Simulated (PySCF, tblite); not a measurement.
# C₈H₁₄N₂: geometry, infrared bands and NMR shifts

What infrared bands and NMR shifts should C₈H₁₄N₂ (`CCc1cnn(CC)c1C`) show?

The runs use tblite 0.8.0 and PySCF 2.14.0, with density-fitted response routines of our own; the level of theory stands in each step. All values are computed, except where a source is named. Atoms count from 0, in the outputs and in this text.

## 1. The starting structure

24 atoms, charge 0, multiplicity 1; geometry from: force field or distance geometry start.

Bonds of the start (Å): C0–C1 1.51, C1–C2 1.50, C2–C3 1.39, C3–N4 1.33, N4–N5 1.36, N5–C6 1.46, C6–C7 1.51, N5–C8 1.36, C8–C9 1.48, C8–C2 1.39, C0–H10 1.11, C0–H11 1.09, C0–H12 1.08, C1–H13 1.09, C1–H14 1.11, C3–H15 1.10, C6–H16 1.09, C6–H17 1.10, C7–H18 1.10, C7–H19 1.09, C7–H20 1.10, C9–H21 1.10, C9–H22 1.08, C9–H23 1.10.

## 2. Geometry optimisation with GFN2-xTB

Job settings and geometry (Å):

```
{"job": {"kind": "relax", "xc": "GFN2-xTB", "basis": "xTB"}, "charge": 0, "multiplicity": 1}
C     -3.091300    -0.725700     0.084400
C     -2.295400     0.273700     0.896500
C     -0.813200     0.050900     0.774300
C      0.005600    -0.695100     1.619800
N      1.280200    -0.706200     1.250200
N      1.278200     0.053500     0.128200
C      2.541100     0.274700    -0.565500
C      2.847800    -0.826000    -1.557300
C      0.044900     0.533300    -0.200100
C     -0.216200     1.391400    -1.383500
H     -4.173900    -0.540100     0.213300
H     -2.895900    -1.756500     0.394900
H     -2.872400    -0.637200    -0.971600
H     -2.541900     1.289800     0.597700
H     -2.581300     0.189300     1.963000
H     -0.274000    -1.251100     2.530900
H      2.494700     1.248000    -1.057200
H      3.328500     0.324300     0.196300
H      2.907900    -1.802200    -1.060700
H      3.799200    -0.635800    -2.058300
H      2.056100    -0.891300    -2.320500
H      0.262100     2.373300    -1.261500
H     -1.276900     1.565700    -1.526900
H      0.174500     0.919100    -2.297500
```

On the command line:

```console
> OMP_NUM_THREADS=1 python probes_run.py task.json out
```

One launch serves the whole session: the jobs run in the order shown.

**Question.** This job is followed by: GFN2-xTB harmonic vibrations, gas phase; GIAO PBE0/pcSseg-1 NMR shielding, non-relativistic, gas phase. What will the session give for the following? strongest single infrared mode (GFN2-xTB); zero-point energy (GFN2-xTB); 13C shifts against TMS (PBE0/pcSseg-1); 1H shifts against TMS (PBE0/pcSseg-1, means over atoms taken as alike); 15N shifts against NH3 (PBE0/pcSseg-1); surface potential, 1st and 99th percentile.

The runs gave:

| quantity | value |
| --- | --- |
| strongest single infrared mode (GFN2-xTB) | 3029 cm⁻¹, 68 km/mol |
| zero-point energy (GFN2-xTB) | 130.5 kcal/mol |
| 13C shifts against TMS (PBE0/pcSseg-1) | 141.5, 135.8, 127.3, 47.0, 22.3, 21.3, 18.5, 10.6 ppm |
| 1H shifts against TMS (PBE0/pcSseg-1, means over atoms taken as alike) | 7.32, 4.13, 2.50, 2.30, 1.29, 1.08 ppm |
| 15N shifts against NH3 (PBE0/pcSseg-1) | 342.8, 238.6 ppm |
| surface potential, 1st and 99th percentile | -1.81 V and 0.96 V |

**Reading.** Over 50 steps the energy fell by 0.105 eV; of the close pairs, C3–H15 changed most, 1.103 to 1.072 Å. All 66 modes are real, so the xTB geometry is a minimum. GFN2-xTB is a fitted tight-binding method: band positions and strengths are rough. Its intensities can rank the bands wrongly. At PBE0/pcSseg-1: The largest span, 444 ppm, is at N4, where the paramagnetic term is -400 ppm. NICS(1)zz of -28 ppm above the planar ring from C2 marks a diatropic (aromatic) ring current.
